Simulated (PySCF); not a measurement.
# Sb: excitation energy in x2c-TZVPPall plus 1 even-tempered diffuse shell per l

Each state of antimony is computed at each level; their differences give the excitation energy. How far do the methods differ?

Method: unrestricted determinants in a Gaussian basis, no spin-orbit coupling in the energies. Code: PySCF 2.14.0.

### Step 1. What is computed

| Property | Result |
| --- | --- |
| Element | antimony (Z = 51) |
| Basis | x2c-TZVPPall with one added diffuse shell each of s, p, d, f type (9s7p5d3f, 76 functions) |
| Hamiltonian | scalar relativity by spin-free X2C-1e |
| State 1 | Sb: [Kr] 4d10 5s2 5p2 6s1, 6s spin antiparallel (an excited configuration) |
| Needed too, but not shown | Sb [Kr] 4d10 5s2 5p3 (4S) |
| Methods | UHF, LDA, PBE, PBE0, r2SCAN, wB97X-V, TPSS, CAM-B3LYP, wB97X, MP2 |
| Core shells frozen in the correlated runs | valence: [Kr] 4d10; valence and next inner shell: [Ar] 3d10 (for Sb) |

The runs were made by one driver on top of PySCF. The scripts below sum up each run's settings (the driver also hands on starting orbitals that pick excited configurations, and frozen orbitals as a list rather than a count), and the logs come from the driver's own runs. The driver starts from symmetry-adapted Hartree-Fock orbitals, holds the occupation by maximum overlap and uses a logarithmic radial grid for functionals, so a plain start would take other cycles.

The integrals over 76 functions and the set-up took 1.8 s of CPU time.

### Step 2. Sb [Kr] 4d10 5s2 5p2 6s1, s spin flipped: the ladder of methods

Level: UHF.

Input file input.py:

```python
from pyscf import gto, scf, dft, mp, cc
import basis_set_exchange as bse
mol = gto.M(atom="Sb 0 0 0", charge=0, spin=1, symmetry="D2h",
            basis=gto.basis.parse(bse.get_basis("x2c-TZVPPall", elements=["Sb"], fmt="nwchem", augment_diffuse=1)),
            nucmod="G")
mf = scf.UHF(mol).sfx2c1e()
mf.irrep_nelec = {'Ag': (9, 10), 'B1g': (2, 2), 'B2g': (2, 2), 'B3g': (2, 2), 'B1u': (4, 3), 'B2u': (4, 3), 'B3u': (3, 3)}
mf.kernel()
```

The log of the run:

```text
damping factor = 0
level_shift factor = 0
DIIS = <class 'pyscf.scf.diis.CDIIS'>
diis_start_cycle = 1
diis_space = 10
diis_damp = 0
SCF conv_tol = 1e-09
SCF conv_tol_grad = None
number electrons alpha = 26  beta = 25
cycle= 1 E= -6477.72066550834  delta_E= -0.00351  |g|= 0.0187  |ddm|= 0.17
cycle= 2 E= -6477.72136620573  delta_E= -0.000701  |g|= 0.00809  |ddm|= 0.121
cycle= 3 E= -6477.7217434913  delta_E= -0.000377  |g|= 0.00329  |ddm|= 0.15
cycle= 4 E= -6477.72192877537  delta_E= -0.000185  |g|= 0.0015  |ddm|= 0.158
cycle= 5 E= -6477.72197126612  delta_E= -4.25e-05  |g|= 0.000441  |ddm|= 0.105
cycle= 6 E= -6477.72197276724  delta_E= -1.5e-06  |g|= 6.13e-05  |ddm|= 0.0225
cycle= 7 E= -6477.72197277601  delta_E= -8.77e-09  |g|= 6e-06  |ddm|= 0.00135
cycle= 8 E= -6477.72197277613  delta_E= -1.15e-10  |g|= 1.23e-06  |ddm|= 0.000108
converged SCF energy = -6477.72197277613  <S^2> = 1.7594909  2S+1 = 2.8351303
```

It used 9.6 s of CPU time after the integrals (shared host).

Orbital energies by shell (radii are means over both spins):

| shell | electrons | mean orbital energy (eV) | spread (eV) | rms radius (bohr) |
| --- | --- | --- | --- | --- |
| 1s α | 1 | -30646.3 | 0 | 0.0325 |
| 1s β | 1 | -30646.3 | 0 | 0.0325 |
| 2s α | 1 | -4761.4 | 0 | 0.133 |
| 2s β | 1 | -4761.4 | 0 | 0.133 |
| 2p α | 3 | -4270.7 | 0.021 | 0.118 |
| 2p β | 3 | -4270.7 | 0.075 | 0.118 |
| 3s α | 1 | -977.05 | 0 | 0.352 |
| 3s β | 1 | -976.98 | 0 | 0.352 |
| 3p α | 3 | -812.80 | 0.022 | 0.352 |
| 3p β | 3 | -812.67 | 0.221 | 0.352 |
| 3d α | 5 | -561.31 | 0.135 | 0.331 |
| 3d β | 5 | -561.28 | 0.192 | 0.331 |
| 4s α | 1 | -179.83 | 0 | 0.843 |
| 4s β | 1 | -179.63 | 0 | 0.843 |
| 4p α | 3 | -127.03 | 0.064 | 0.913 |
| 4p β | 3 | -126.75 | 0.542 | 0.913 |
| 4d α | 5 | -47.569 | 0.384 | 1.11 |
| 4d β | 5 | -47.354 | 0.624 | 1.11 |
| 5s α | 1 | -21.560 | 0 | 2.36 |
| 5s β | 1 | -17.487 | 0 | 2.36 |
| 5p α | 2 | -11.340 | 0 | 2.91 |
| 6s β | 1 | -2.307 | 0 | 5.88 |

⟨S²⟩ = 1.759, ⟨L²⟩ = 2.25.

Spin-orbit constants on these orbitals (cm⁻¹; bare nucleus, screened nucleus, mean field): 5p 3371, 3239, 3156.

With the s spin flipped the determinant is a mixture of two multiplicities, not a spectroscopic state.

Level: LDA.

Changes to input.py:

```diff
@@ -5,3 +5,3 @@
             nucmod="G")
-mf = scf.UHF(mol).sfx2c1e()
+mf = dft.UKS(mol, xc="LDA,VWN").sfx2c1e()
 mf.irrep_nelec = {'Ag': (9, 10), 'B1g': (2, 2), 'B2g': (2, 2), 'B3g': (2, 2), 'B1u': (4, 3), 'B2u': (4, 3), 'B3u': (3, 3)}
```

The log of the run:

```text
damping factor = 0
level_shift factor = 0
DIIS = <class 'pyscf.scf.diis.CDIIS'>
diis_start_cycle = 1
diis_space = 10
diis_damp = 0
SCF conv_tol = 1e-09
SCF conv_tol_grad = None
number electrons alpha = 26  beta = 25
XC functionals = LDA,VWN
    P. A. M. Dirac.,  Math. Proc. Cambridge Philos. Soc. 26, 376 (1930)
    F. Bloch.,  Z. Phys. 57, 545 (1929)
    S. H. Vosko, L. Wilk, and M. Nusair.,  Can. J. Phys. 58, 1200 (1980)
cycle= 1 E= -6474.31047850587  delta_E= -0.0221  |g|= 0.0689  |ddm|= 1.76
cycle= 2 E= -6474.31083486544  delta_E= -0.000356  |g|= 0.0401  |ddm|= 0.134
cycle= 3 E= -6474.31106287637  delta_E= -0.000228  |g|= 0.0088  |ddm|= 0.0496
cycle= 4 E= -6474.31108566326  delta_E= -2.28e-05  |g|= 0.00062  |ddm|= 0.0481
cycle= 5 E= -6474.31108773104  delta_E= -2.07e-06  |g|= 0.000164  |ddm|= 0.0182
cycle= 6 E= -6474.31108800952  delta_E= -2.78e-07  |g|= 7.93e-06  |ddm|= 0.0111
cycle= 7 E= -6474.31108800955  delta_E= -3.09e-11  |g|= 5.12e-07  |ddm|= 7.54e-05
converged SCF energy = -6474.31108800955  <S^2> = 1.7507507  2S+1 = 2.8289579
```

CPU time 0.86 s on a shared host, the integrals not counted.

Level: PBE.

Changes to input.py:

```diff
@@ -5,3 +5,3 @@
             nucmod="G")
-mf = dft.UKS(mol, xc="LDA,VWN").sfx2c1e()
+mf = dft.UKS(mol, xc="PBE").sfx2c1e()
 mf.irrep_nelec = {'Ag': (9, 10), 'B1g': (2, 2), 'B2g': (2, 2), 'B3g': (2, 2), 'B1u': (4, 3), 'B2u': (4, 3), 'B3u': (3, 3)}
```

The log of the run:

```text
damping factor = 0
level_shift factor = 0
DIIS = <class 'pyscf.scf.diis.CDIIS'>
diis_start_cycle = 1
diis_space = 10
diis_damp = 0
SCF conv_tol = 1e-09
SCF conv_tol_grad = None
number electrons alpha = 26  beta = 25
XC functionals = PBE
    J. P. Perdew, K. Burke, and M. Ernzerhof.,  Phys. Rev. Lett. 77, 3865 (1996)
    J. P. Perdew, K. Burke, and M. Ernzerhof.,  Phys. Rev. Lett. 78, 1396 (1997)
    J. P. Perdew, K. Burke, and M. Ernzerhof.,  Phys. Rev. Lett. 77, 3865 (1996)
    J. P. Perdew, K. Burke, and M. Ernzerhof.,  Phys. Rev. Lett. 78, 1396 (1997)
cycle= 1 E= -6480.05762273349  delta_E= -0.0148  |g|= 0.0427  |ddm|= 1.04
cycle= 2 E= -6480.05842206981  delta_E= -0.000799  |g|= 0.0197  |ddm|= 0.331
cycle= 3 E= -6480.05869661865  delta_E= -0.000275  |g|= 0.00682  |ddm|= 0.179
cycle= 4 E= -6480.05884577192  delta_E= -0.000149  |g|= 0.00226  |ddm|= 0.174
cycle= 5 E= -6480.058975821  delta_E= -0.00013  |g|= 0.000597  |ddm|= 0.348
cycle= 6 E= -6480.05897712562  delta_E= -1.3e-06  |g|= 8.55e-05  |ddm|= 0.0355
cycle= 7 E= -6480.05897718612  delta_E= -6.05e-08  |g|= 1.5e-05  |ddm|= 0.00785
cycle= 8 E= -6480.05897718771  delta_E= -1.59e-09  |g|= 2.23e-06  |ddm|= 0.00124
cycle= 9 E= -6480.05897718774  delta_E= -2.64e-11  |g|= 2.49e-07  |ddm|= 0.00021
converged SCF energy = -6480.05897718774  <S^2> = 1.7514774  2S+1 = 2.8294716
```

CPU time 1.9 s on a shared host, the integrals not counted.

Level: PBE0.

Changes to input.py:

```diff
@@ -5,3 +5,3 @@
             nucmod="G")
-mf = dft.UKS(mol, xc="PBE").sfx2c1e()
+mf = dft.UKS(mol, xc="PBE0").sfx2c1e()
 mf.irrep_nelec = {'Ag': (9, 10), 'B1g': (2, 2), 'B2g': (2, 2), 'B3g': (2, 2), 'B1u': (4, 3), 'B2u': (4, 3), 'B3u': (3, 3)}
```

The log of the run:

```text
damping factor = 0
level_shift factor = 0
DIIS = <class 'pyscf.scf.diis.CDIIS'>
diis_start_cycle = 1
diis_space = 10
diis_damp = 0
SCF conv_tol = 1e-09
SCF conv_tol_grad = None
number electrons alpha = 26  beta = 25
XC functionals = PBE0
    C. Adamo and V. Barone.,  J. Chem. Phys. 110, 6158 (1999)
    M. Ernzerhof and G. E. Scuseria.,  J. Chem. Phys. 110, 5029 (1999)
cycle= 1 E= -6480.14101691991  delta_E= -0.00909  |g|= 0.0229  |ddm|= 0.741
cycle= 2 E= -6480.14159042048  delta_E= -0.000574  |g|= 0.00542  |ddm|= 0.218
cycle= 3 E= -6480.14184817805  delta_E= -0.000258  |g|= 0.00354  |ddm|= 0.154
cycle= 4 E= -6480.14202445649  delta_E= -0.000176  |g|= 0.00244  |ddm|= 0.154
cycle= 5 E= -6480.1421782449  delta_E= -0.000154  |g|= 0.00065  |ddm|= 0.279
cycle= 6 E= -6480.14218673459  delta_E= -8.49e-06  |g|= 9.48e-05  |ddm|= 0.0813
cycle= 7 E= -6480.14218690176  delta_E= -1.67e-07  |g|= 1.26e-05  |ddm|= 0.0135
cycle= 8 E= -6480.14218690201  delta_E= -2.48e-10  |g|= 1.6e-06  |ddm|= 0.000142
converged SCF energy = -6480.14218690201  <S^2> = 1.7526029  2S+1 = 2.8302671
```

CPU time 2 s on a shared host, the integrals not counted.

Level: r2SCAN.

Changes to input.py:

```diff
@@ -5,3 +5,3 @@
             nucmod="G")
-mf = dft.UKS(mol, xc="PBE0").sfx2c1e()
+mf = dft.UKS(mol, xc="R2SCAN").sfx2c1e()
 mf.irrep_nelec = {'Ag': (9, 10), 'B1g': (2, 2), 'B2g': (2, 2), 'B3g': (2, 2), 'B1u': (4, 3), 'B2u': (4, 3), 'B3u': (3, 3)}
```

The log of the run:

```text
damping factor = 0
level_shift factor = 0
DIIS = <class 'pyscf.scf.diis.CDIIS'>
diis_start_cycle = 1
diis_space = 10
diis_damp = 0
SCF conv_tol = 1e-09
SCF conv_tol_grad = None
number electrons alpha = 26  beta = 25
XC functionals = R2SCAN
    J. W. Furness, A. D. Kaplan, J. Ning, J. P. Perdew, and J. Sun.,  J. Phys. Chem. Lett. 11, 8208-8215 (2020)
    J. W. Furness, A. D. Kaplan, J. Ning, J. P. Perdew, and J. Sun.,  J. Phys. Chem. Lett. 11, 9248-9248 (2020)
    J. W. Furness, A. D. Kaplan, J. Ning, J. P. Perdew, and J. Sun.,  J. Phys. Chem. Lett. 11, 8208-8215 (2020)
    J. W. Furness, A. D. Kaplan, J. Ning, J. P. Perdew, and J. Sun.,  J. Phys. Chem. Lett. 11, 9248-9248 (2020)
cycle= 1 E= -6480.50272273241  delta_E= -0.00974  |g|= 0.0373  |ddm|= 0.858
cycle= 2 E= -6480.50305582659  delta_E= -0.000333  |g|= 0.0192  |ddm|= 0.213
cycle= 3 E= -6480.50317355087  delta_E= -0.000118  |g|= 0.00514  |ddm|= 0.0707
cycle= 4 E= -6480.50322889164  delta_E= -5.53e-05  |g|= 0.00164  |ddm|= 0.0788
cycle= 5 E= -6480.50328166762  delta_E= -5.28e-05  |g|= 0.000579  |ddm|= 0.134
cycle= 6 E= -6480.50328763232  delta_E= -5.96e-06  |g|= 0.00014  |ddm|= 0.0562
cycle= 7 E= -6480.50328777909  delta_E= -1.47e-07  |g|= 2.3e-05  |ddm|= 0.00996
cycle= 8 E= -6480.503287788  delta_E= -8.92e-09  |g|= 7.02e-06  |ddm|= 0.00242
cycle= 9 E= -6480.50328778821  delta_E= -2.1e-10  |g|= 9.55e-07  |ddm|= 0.000342
converged SCF energy = -6480.50328778821  <S^2> = 1.7546614  2S+1 = 2.8317213
```

CPU time 3.9 s on a shared host, the integrals not counted.

Level: wB97X-V.

Changes to input.py:

```diff
@@ -5,3 +5,3 @@
             nucmod="G")
-mf = dft.UKS(mol, xc="R2SCAN").sfx2c1e()
+mf = dft.UKS(mol, xc="WB97X_V").sfx2c1e()
 mf.irrep_nelec = {'Ag': (9, 10), 'B1g': (2, 2), 'B2g': (2, 2), 'B3g': (2, 2), 'B1u': (4, 3), 'B2u': (4, 3), 'B3u': (3, 3)}
```

The log of the run:

```text
damping factor = 0
level_shift factor = 0
DIIS = <class 'pyscf.scf.diis.CDIIS'>
diis_start_cycle = 1
diis_space = 10
diis_damp = 0
SCF conv_tol = 1e-09
SCF conv_tol_grad = None
number electrons alpha = 26  beta = 25
XC functionals = WB97X_V
    N. Mardirossian and M. Head-Gordon.,  Phys. Chem. Chem. Phys. 16, 9904-9924 (2014)
NLC functional = WB97X_V
cycle= 1 E= -6480.17870393961  delta_E= -0.00945  |g|= 0.0263  |ddm|= 0.993
cycle= 2 E= -6480.17902815767  delta_E= -0.000324  |g|= 0.00673  |ddm|= 0.222
cycle= 3 E= -6480.17910950896  delta_E= -8.14e-05  |g|= 0.00353  |ddm|= 0.0657
cycle= 4 E= -6480.17915388555  delta_E= -4.44e-05  |g|= 0.00177  |ddm|= 0.0469
cycle= 5 E= -6480.17919141997  delta_E= -3.75e-05  |g|= 0.000963  |ddm|= 0.0523
cycle= 6 E= -6480.17920893548  delta_E= -1.75e-05  |g|= 0.000178  |ddm|= 0.0552
cycle= 7 E= -6480.17920931074  delta_E= -3.75e-07  |g|= 1.39e-05  |ddm|= 0.00798
cycle= 8 E= -6480.17920931114  delta_E= -3.97e-10  |g|= 1.41e-06  |ddm|= 0.000235
converged SCF energy = -6480.17920931114  <S^2> = 1.7525537  2S+1 = 2.8302323
```

It used 4.3 s of CPU time after the integrals (shared host).

Level: TPSS.

Changes to input.py:

```diff
@@ -5,3 +5,3 @@
             nucmod="G")
-mf = dft.UKS(mol, xc="WB97X_V").sfx2c1e()
+mf = dft.UKS(mol, xc="TPSS").sfx2c1e()
 mf.irrep_nelec = {'Ag': (9, 10), 'B1g': (2, 2), 'B2g': (2, 2), 'B3g': (2, 2), 'B1u': (4, 3), 'B2u': (4, 3), 'B3u': (3, 3)}
```

The log of the run:

```text
damping factor = 0
level_shift factor = 0
DIIS = <class 'pyscf.scf.diis.CDIIS'>
diis_start_cycle = 1
diis_space = 10
diis_damp = 0
SCF conv_tol = 1e-09
SCF conv_tol_grad = None
number electrons alpha = 26  beta = 25
XC functionals = TPSS
    J. Tao, J. P. Perdew, V. N. Staroverov, and G. E. Scuseria.,  Phys. Rev. Lett. 91, 146401 (2003)
    J. P. Perdew, J. Tao, V. N. Staroverov, and G. E. Scuseria.,  J. Chem. Phys. 120, 6898 (2004)
    J. Tao, J. P. Perdew, V. N. Staroverov, and G. E. Scuseria.,  Phys. Rev. Lett. 91, 146401 (2003)
    J. P. Perdew, J. Tao, V. N. Staroverov, and G. E. Scuseria.,  J. Chem. Phys. 120, 6898 (2004)
cycle= 1 E= -6480.20267867826  delta_E= -0.0122  |g|= 0.0488  |ddm|= 0.784
cycle= 2 E= -6480.20339936424  delta_E= -0.000721  |g|= 0.0278  |ddm|= 0.285
cycle= 3 E= -6480.20375280933  delta_E= -0.000353  |g|= 0.00722  |ddm|= 0.155
cycle= 4 E= -6480.20397253498  delta_E= -0.00022  |g|= 0.00286  |ddm|= 0.198
cycle= 5 E= -6480.20418840108  delta_E= -0.000216  |g|= 0.00105  |ddm|= 0.534
cycle= 6 E= -6480.2041911813  delta_E= -2.78e-06  |g|= 0.000284  |ddm|= 0.0481
cycle= 7 E= -6480.20419196063  delta_E= -7.79e-07  |g|= 5.33e-05  |ddm|= 0.0262
cycle= 8 E= -6480.20419198597  delta_E= -2.53e-08  |g|= 8.78e-06  |ddm|= 0.00549
cycle= 9 E= -6480.20419198729  delta_E= -1.32e-09  |g|= 1.86e-06  |ddm|= 0.00121
cycle= 10 E= -6480.20419198732  delta_E= -2.18e-11  |g|= 6.18e-07  |ddm|= 8.24e-05
converged SCF energy = -6480.20419198732  <S^2> = 1.7518084  2S+1 = 2.8297056
```

CPU time 4.4 s on a shared host, the integrals not counted.

Level: CAM-B3LYP.

Changes to input.py:

```diff
@@ -5,3 +5,3 @@
             nucmod="G")
-mf = dft.UKS(mol, xc="TPSS").sfx2c1e()
+mf = dft.UKS(mol, xc="CAMB3LYP").sfx2c1e()
 mf.irrep_nelec = {'Ag': (9, 10), 'B1g': (2, 2), 'B2g': (2, 2), 'B3g': (2, 2), 'B1u': (4, 3), 'B2u': (4, 3), 'B3u': (3, 3)}
```

The log of the run:

```text
damping factor = 0
level_shift factor = 0
DIIS = <class 'pyscf.scf.diis.CDIIS'>
diis_start_cycle = 1
diis_space = 10
diis_damp = 0
SCF conv_tol = 1e-09
SCF conv_tol_grad = None
number electrons alpha = 26  beta = 25
XC functionals = CAMB3LYP
    T. Yanai, D. P. Tew, and N. C. Handy.,  Chem. Phys. Lett. 393, 51 (2004)
cycle= 1 E= -6480.82941665188  delta_E= -0.011  |g|= 0.0318  |ddm|= 1.02
cycle= 2 E= -6480.82980127525  delta_E= -0.000385  |g|= 0.012  |ddm|= 0.235
cycle= 3 E= -6480.82992618987  delta_E= -0.000125  |g|= 0.00449  |ddm|= 0.0674
cycle= 4 E= -6480.83000727165  delta_E= -8.11e-05  |g|= 0.00209  |ddm|= 0.0663
cycle= 5 E= -6480.83009186781  delta_E= -8.46e-05  |g|= 0.000885  |ddm|= 0.106
cycle= 6 E= -6480.83010982025  delta_E= -1.8e-05  |g|= 6.35e-05  |ddm|= 0.07
cycle= 7 E= -6480.83010985057  delta_E= -3.03e-08  |g|= 4.55e-06  |ddm|= 0.0024
cycle= 8 E= -6480.83010985077  delta_E= -2e-10  |g|= 4.73e-07  |ddm|= 0.000223
converged SCF energy = -6480.83010985077  <S^2> = 1.7524551  2S+1 = 2.8301626
```

CPU time 4.1 s on a shared host, the integrals not counted.

Level: wB97X.

Changes to input.py:

```diff
@@ -5,3 +5,3 @@
             nucmod="G")
-mf = dft.UKS(mol, xc="CAMB3LYP").sfx2c1e()
+mf = dft.UKS(mol, xc="WB97X").sfx2c1e()
 mf.irrep_nelec = {'Ag': (9, 10), 'B1g': (2, 2), 'B2g': (2, 2), 'B3g': (2, 2), 'B1u': (4, 3), 'B2u': (4, 3), 'B3u': (3, 3)}
```

The log of the run:

```text
damping factor = 0
level_shift factor = 0
DIIS = <class 'pyscf.scf.diis.CDIIS'>
diis_start_cycle = 1
diis_space = 10
diis_damp = 0
SCF conv_tol = 1e-09
SCF conv_tol_grad = None
number electrons alpha = 26  beta = 25
XC functionals = WB97X
    J.-D. Chai and M. Head-Gordon.,  J. Chem. Phys. 128, 084106 (2008)
cycle= 1 E= -6480.70129153946  delta_E= -0.00969  |g|= 0.0314  |ddm|= 0.923
cycle= 2 E= -6480.70172074397  delta_E= -0.000429  |g|= 0.0153  |ddm|= 0.806
cycle= 3 E= -6480.70190434432  delta_E= -0.000184  |g|= 0.00289  |ddm|= 0.189
cycle= 4 E= -6480.70191433774  delta_E= -9.99e-06  |g|= 0.00158  |ddm|= 0.0295
cycle= 5 E= -6480.70191604245  delta_E= -1.7e-06  |g|= 0.000584  |ddm|= 0.0207
cycle= 6 E= -6480.70191669169  delta_E= -6.49e-07  |g|= 0.000177  |ddm|= 0.00558
cycle= 7 E= -6480.70191676742  delta_E= -7.57e-08  |g|= 0.000139  |ddm|= 0.00163
cycle= 8 E= -6480.70191678615  delta_E= -1.87e-08  |g|= 2.61e-05  |ddm|= 0.000802
cycle= 9 E= -6480.70191678719  delta_E= -1.04e-09  |g|= 9.55e-06  |ddm|= 0.000479
cycle= 10 E= -6480.70191678729  delta_E= -1e-10  |g|= 3.56e-06  |ddm|= 0.000134
converged SCF energy = -6480.70191678729  <S^2> = 1.7517395  2S+1 = 2.8296569
```

CPU time 4.6 s on a shared host, the integrals not counted.

### Step 3. Sb [Kr] 4d10 5s2 5p2 6s1, s spin flipped, continued

Level: MP2 (valence).

Changes to input.py since step 2:

```diff
@@ -5,4 +5,5 @@
             nucmod="G")
-mf = dft.UKS(mol, xc="WB97X").sfx2c1e()
+mf = scf.UHF(mol).sfx2c1e()
 mf.irrep_nelec = {'Ag': (9, 10), 'B1g': (2, 2), 'B2g': (2, 2), 'B3g': (2, 2), 'B1u': (4, 3), 'B2u': (4, 3), 'B3u': (3, 3)}
 mf.kernel()
+mp.UMP2(mf, frozen=23).kernel()
```

The driver printed no log here.

It used 0.19 s of CPU time after the integrals (shared host).

With 5 electrons correlated, the MP2 correlation energy is -0.05642 hartree (-0.01025 same spin, -0.04617 opposite spin); the SCS form gives -0.05882. Largest pairs of shells: 5s-5p -0.0268, 5s-5s -0.0129, 5p-6s -0.0075, 5s-6s -0.0049, 5p-5p -0.0043.

Level: MP2 (valence and next inner shell).

Changes to input.py:

```diff
@@ -8,2 +8,2 @@
 mf.kernel()
-mp.UMP2(mf, frozen=23).kernel()
+mp.UMP2(mf, frozen=14).kernel()
```

No log was kept for this step.

CPU time 0.42 s on a shared host, the integrals not counted.

With 23 electrons correlated, the MP2 correlation energy is -0.39372 hartree (-0.13801 same spin, -0.25571 opposite spin); the SCS form gives -0.35285. Largest pairs of shells: 4d-4d -0.1538, 4d-5s -0.0564, 4p-4d -0.0472, 4d-5p -0.0321, 5s-5p -0.0268.

Radial density 4πr²ρ of Sb at UHF, without picture-change correction:

| r (bohr) | density | spin density |
| --- | --- | --- |
| 0.000406 | 0.568 | 0.000 |
| 0.000683 | 1.33 | 0.000 |
| 0.00115 | 3.06 | 0.000 |
| 0.00193 | 6.82 | 0.000 |
| 0.00325 | 14.5 | 0.000 |
| 0.00546 | 28.4 | -0.001 |
| 0.00919 | 48.2 | -0.001 |
| 0.0155 | 64.7 | 0.001 |
| 0.0260 | 62.9 | 0.009 |
| 0.0437 | 57.7 | 0.025 |
| 0.0736 | 80.9 | 0.023 |
| 0.124 | 70.8 | -0.013 |
| 0.208 | 64.4 | 0.034 |
| 0.350 | 51.6 | 0.006 |
| 0.589 | 21.9 | 0.100 |
| 0.991 | 19.3 | -0.039 |
| 1.67 | 4.49 | 0.559 |
| 2.80 | 1.46 | 0.792 |
| 4.71 | 0.398 | -0.120 |
| 7.93 | 0.0795 | -0.079 |
| 13.3 | 3.31e-05 | 0.000 |

### Step 4. Differences of total energies

Excitation energy: Sb [Kr] 4d10 5s2 5p3 (4S) → Sb [Kr] 4d10 5s2 5p2 6s1, s spin flipped.

| method | value (eV) |
| --- | --- |
| UHF | 6.302 |
| LDA | 6.104 |
| PBE | 5.994 |
| PBE0 | 6.166 |
| r2SCAN | 6.208 |
| wB97X-V | 6.171 |
| TPSS | 6.082 |
| CAM-B3LYP | 6.128 |
| wB97X | 6.034 |
| MP2 (valence) | 6.389 |
| SCS-MP2 (valence) | 6.268 |
| MP2 (valence and next inner shell) | 6.429 |
| SCS-MP2 (valence and next inner shell) | 6.276 |

The upper determinant mixes two multiplicities, so it lies between the two terms.

The differences also use runs on Sb [Kr] 4d10 5s2 5p3 (4S), which are not shown here.

### Step 5. Outcome

| quantity | value |
| --- | --- |
| excitation energy, Sb → [Kr] 4d10 5s2 5p2 6s1, s spin flipped | UHF 6.302, MP2 (valence and next inner shell) 6.429 eV |

What this shows: The methods span 0.435 eV, from PBE (5.994) to MP2 (valence and next inner shell) (6.429). No reference value is at hand in this session. All values hold for this basis alone; no basis-set limit was taken.
